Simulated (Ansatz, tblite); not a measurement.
# InH2Et (C₂H₇In): a ladder of methods and basis sets

Aim: run the singlet of InH2Et (C₂H₇In) at one geometry on many levels, and compare frontier levels, spin and run time.

The runs use Ansatz 0.2.0, Gaussian basis; level and basis change from run to run.

The runs, in order: GFN1-xTB, GFN2-xTB, PBE-D4/def2-TZVP, r2SCAN-D4/def2-TZVP, ωB97X-V/def2-TZVP, revPBE-D4/def2-TZVP, B2PLYP/def2-TZVP, PBE-D4/def2-SVP, PBE0-D4/def2-SVP, CCSD(T)/def2-TZVP, RPA/def2-TZVP.

### 1 The relaxed structure

The geometry is that of the singlet, from an earlier relaxation (r2SCAN-D4/def2-SVP).

10 atoms, charge 0, spin multiplicity 1.

Bond lengths: C1–C2 1.527 Å, C1–In3 2.184 Å, C1–H6 1.105 Å, C1–H7 1.106 Å, C2–H8 1.105 Å, C2–H9 1.103 Å, C2–H10 1.103 Å, In3–H4 1.740 Å, In3–H5 1.738 Å. Angles: C2–C1–In3 115.7°, C2–C1–H6 111.2°, C2–C1–H7 111.2°, In3–C1–H6 106.5°, In3–C1–H7 106.5°, H6–C1–H7 105.1°, C1–C2–H8 112.0°, C1–C2–H9 112.0°, C1–C2–H10 112.0°, H8–C2–H9 106.9°, H8–C2–H10 107.0°, H9–C2–H10 106.6°, C1–In3–H4 120.2°, C1–In3–H5 120.6°, H4–In3–H5 119.2°.

In takes a core potential in the def2 sets. No spin-orbit coupling is included.

PBE0-D4/def2-TZVP was run before; its log isn't repeated, and its numbers join the tables.

### 2 GFN1-xTB

Tight binding, by tblite at 300 K electronic temperature and without a spin-polarisation term:

```python
tblite.interface.Calculator('GFN1-xTB', numbers, positions, charge=0, uhf=0).singlepoint()
```

Energy -258.2371 eV, HOMO -10.52 eV, LUMO -4.77 eV; 0.005 s.

### 3 GFN2-xTB

Tight binding, by tblite at 300 K electronic temperature and without a spin-polarisation term:

```python
tblite.interface.Calculator('GFN2-xTB', numbers, positions, charge=0, uhf=0).singlepoint()
```

Energy -245.0005 eV, HOMO -10.45 eV, LUMO -6.33 eV; 0.003 s.

### 4 PBE-D4/def2-TZVP

start.molden holds the orbitals of an earlier run on this state, given as this run's starting guess.

in.yaml reads:

```yaml
crystal:
  periodic: [false, false, false]
  atoms:
    - {symbol: C, position_ang: [-0.492723, -0.233868, 0.447839]}
    - {symbol: C, position_ang: [-0.270111, -1.120325, -0.775229]}
    - {symbol: In, position_ang: [0.747652, 1.559949, 0.556051]}
    - {symbol: H, position_ang: [1.906195, 1.899455, -0.696886]}
    - {symbol: H, position_ang: [0.598012, 2.660714, 1.893318]}
    - {symbol: H, position_ang: [-1.542529, 0.107153, 0.508871]}
    - {symbol: H, position_ang: [-0.317271, -0.793725, 1.385007]}
    - {symbol: H, position_ang: [-0.928796, -2.007517, -0.767747]}
    - {symbol: H, position_ang: [-0.467448, -0.581690, -1.717026]}
    - {symbol: H, position_ang: [0.767031, -1.490136, -0.834218]}
basis:
  gaussian: {orbitals: def2-TZVP, initial_orbitals: start.molden}
hamiltonian: {xc: pbe, dispersion: d4}
scf: {omitted_lower_state_checks: [starts]}
output: {forces: true, orbitals: {seedname: orbitals}}
```

Run with:

```console
$ ansatz run in.yaml --threads 2 --pin off --events-out ev --progress --plain --max-ram 4352MiB
```

The runs that follow: r2SCAN-D4/def2-TZVP; ωB97X-V/def2-TZVP; revPBE-D4/def2-TZVP; B2PLYP/def2-TZVP; PBE-D4/def2-SVP; PBE0-D4/def2-SVP; CCSD(T)/def2-TZVP; RPA/def2-TZVP.

**Question.** What will the summary of the whole plan be? Wanted: gap in def2-TZVP, functionals, smallest and largest; correlation energy, CCSD(T)/def2-TZVP; binding an atom, CCSD(T)/def2-TZVP; PBE0 total energy, smallest basis above largest.

**Answer**, as computed:

| quantity | value |
| --- | --- |
| gap in def2-TZVP, functionals, smallest and largest | 3.67 eV (PBE-D4), 9.52 eV (ωB97X-V) |
| correlation energy, CCSD(T)/def2-TZVP | -18.85 eV |
| binding an atom, CCSD(T)/def2-TZVP | 3.204 eV |
| PBE0 total energy, smallest basis above largest | 2.56 eV (def2-SVP, def2-TZVP) |

What this shows: Orbital gaps of the functionals in def2-TZVP span 3.67 eV (PBE-D4) to 9.52 eV (ωB97X-V); exact exchange widens it. The functionals in def2-TZVP miss CCSD(T)/def2-TZVP by +0.065 (revPBE-D4) to +0.129 eV (PBE-D4) an atom. The reference is CCSD(T) in one finite basis, so it carries an error of its own, often a tenth of an eV or more, and near misses can't be ranked.
